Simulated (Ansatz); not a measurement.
# Ge: response to a stretch of c alone

One table from this session's results is given with a row withheld; the runs are named, their logs left out.

Computed with Ansatz 0.2.0 (DFT r2SCAN, scalar-relativistic, plane waves, PAW, unless a step's input says otherwise).

2 further runs of the same task are left out: 2 set aside as unsound or not needed.

## The structure to begin with

Symmetry: P6_3/mmc, No. 194, hexagonal system. Conventional cell: a = 3.996 Å, b = 3.996 Å, c = 6.603 Å, α = 90.00°, β = 90.00°, γ = 120.00°. Ge (site symmetry 3m) has 4 Ge at 2.45 to 2.47 Å as nearest neighbours.

Coordinates:

```xyz
4
Lattice="3.9956 0.0000 0.0000 -1.9978 3.4603 0.0000 0.0000 0.0000 6.6027" Properties=species:S:1:pos:R:3 pbc="T T T"
Ge    1.9978    1.1534    0.4158
Ge    0.0000    2.3069    3.7172
Ge    1.9978    1.1534    2.8855
Ge    0.0000    2.3069    6.1869
```

It goes back to an entry of the Materials Project, which need not be the stable form.

It is the result of an earlier relaxation at this level (volume 22.82 Å³/atom; gap on the mesh: 0.10 eV).

The unstrained cell was computed beforehand with the same settings: E(σ→0) = -17211.5570 eV for 4 atoms, gap 0.10 eV over the zone.

Set-up of the first run:

File input.yaml:

```yaml
crystal:
  lattice:
    - [3.9956487028, 0.0, 0.0]
    - [-1.9978243514, 3.4603332812, 0.0]
    - [0.0, 0.0, 6.5036703154]
  atoms:
    - { symbol: Ge, position: [0.6666666667, 0.3333333333, 0.0629814342] }
    - { symbol: Ge, position: [0.3333333333, 0.6666666667, 0.5629814342] }
    - { symbol: Ge, position: [0.6666666667, 0.3333333333, 0.4370185658] }
    - { symbol: Ge, position: [0.3333333333, 0.6666666667, 0.9370185658] }
basis:
  ecutwfc: 500
kpoints:
  mp_grid: { grid: [12, 12, 6] }
hamiltonian:
  xc: r2scan
scf:
  occupations: { method: gaussian, width: 0.01 }
output:
  forces: true
  stress: true
  eigenvalues: true
relax:
  adjacent_minimum: "off"
  f_tol: 0.008
  max_steps: 40
```

Launch:

```sh
$ ansatz run input.yaml --threads 1 --pin off --max-ram 2560MiB --backend cpu --events-out ev --progress --plain --runs-dir out
```

Among the steps run: Strain -1.5 %; Strain +1.5 %; Band edges over the zone at +1.5 %; At -3.0 %; The cell strained by +3.0 %; At -4.5 %; At +4.5 %.

One of the session's tables, all rows but one given; the rest of the session is left out.

It belongs to the step «Energy, stress and gap against strain». Lengths are those of the vectors of the cell that was run; stresses in GPa:

| strain (%) | ΔE (meV/atom) | c (Å) |
| --- | --- | --- |
| -4.5 | 27.4 | 6.306 |
| -3.0 | 11.9 | 6.405 |
| -1.5 | 2.9 | 6.504 |
| +0.0 | 0.0 | 6.603 |
| +1.5 | 2.7 | 6.702 |
| +3.0 | ? | ? |
| +4.5 | 22.8 | 6.900 |

**Question.** Estimate the row for strain (%) = +3.0.

Worked estimate for «ΔE (meV/atom)». A straight line through the neighbours (1.5, 2.7) and (4.5, 22.8) gives 2.7 + (22.8 − 2.7) × (3.0 − 1.5) / (4.5 − 1.5) = 12.8; a parabola fitted to 3 rows on both sides gives 10.3.

The run gave: ΔE (meV/atom): 10.5; c (Å): 6.801. In «ΔE (meV/atom)» the line misses by +2.3 and the parabola by -0.2.

ΔE is over the unstrained cell. Stress in GPa, positive in compression, on the Cartesian axes of the input.

To keep in mind: Warnings in the runs' records: stress scf threshold loose.
